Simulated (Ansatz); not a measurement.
**SeTe: vertical and adiabatic energies of changing the electron count, by script**

A script is to give vertical and adiabatic energies of changing the electron count; the system is SeTe.

Computed with Ansatz 0.2.0, driven from Python. Level of theory: CAM-B3LYP/def2-TZVP.

## Step 1: Starting point

Bond lengths: Te1–Se2 2.435 Å.

sete.xyz, read by the script:

```xyz
2

Te    0.00000    0.00000    0.00000
Se    0.00000    0.00000    2.43500
```

## Step 2: Script

File sete.py:

```python
import itertools

import ansatz as az
from ase.data import atomic_numbers, covalent_radii
import numpy as np

system = az.Crystal.molecule_from_extxyz('sete.xyz')

job = (
    system.calculation()
    .basis(gaussian='def2-TZVP')
    .functional('cam_b3lyp')
    .spin('collinear', total=2)
)
symbols = [site.symbol for site in system.cartesian_sites]
start = np.array([site.position_ang for site in system.cartesian_sites], dtype=float)
data = job.relax(force_tolerance=0.01).run().report
end = np.array(data['positions_ang'])

minimum = az.Crystal.molecule()
for symbol, place in zip(symbols, end):
    minimum = minimum.atom(symbol, place.tolist())
ion = (
    minimum.calculation()
    .basis(gaussian='def2-TZVP')
    .functional('cam_b3lyp')
    .charge(1)
    .spin('collinear', total=1)
)
vertical = ion.run().report
settled = ion.relax(force_tolerance=0.01, max_steps=80).run().report
print(f'vertical ionisation energy   {vertical["free_energy_ev"] - data["free_energy_ev"]:.3f} eV')
print(f'adiabatic, no zero point     {settled["free_energy_ev"] - data["free_energy_ev"]:.3f} eV')
print(f'relaxation energy of the ion {vertical["free_energy_ev"] - settled["free_energy_ev"]:.3f} eV')
ionised = np.array(settled['positions_ang'])
radius = [covalent_radii[atomic_numbers[s]] for s in symbols]
span = lambda where, i, j: np.linalg.norm(where[i] - where[j])
bonded = [(i, j) for i, j in itertools.combinations(range(len(symbols)), 2) if min(span(end, i, j), span(ionised, i, j)) < 1.2 * (radius[i] + radius[j])]
print('pair        before    after (A)')
for i, j in bonded:
    print(f'{symbols[i]}{i}-{symbols[j]}{j}'.ljust(10), f'{span(end, i, j):8.4f} {span(ionised, i, j):8.4f}')
```

## Step 3: Launch

Started as:

```sh
$ python sete.py
```

Q: Predict the main results. Wanted: vertical ionisation energy; adiabatic ionisation energy, no zero point.

As calculated:

| quantity | value |
| --- | --- |
| vertical ionisation energy | 8.815 eV |
| adiabatic ionisation energy, no zero point | 8.761 eV |
| runs compared | 3 |

In words: The ionisation energy is a difference of two total energies at the neutral geometry; letting the ion relax lowers it by 0.05 eV. The dearest, run 3, took some 4.7 times as long as run 2. Run 1: The relaxation took 2 moves; the largest shift is 0.045 Å. Run 3: The relaxation took 4 moves; the largest shift is 0.038 Å. What to keep in mind:
- The energies are electronic: no zero-point or thermal terms, and the basis set is short of its limit. The product may relax into another structure. Each relaxation finds its nearest minimum, which needn't be the lowest.
- def2 sets replace the cores of elements past krypton by effective core potentials.
- The run takes the species as open-shell (spin multiplicity 3), which needn't be its ground state.
- Only the spin states typed were run; another state of an ion can lie lower, by up to an eV or two.
- The spin state was assumed, and another may lie lower.
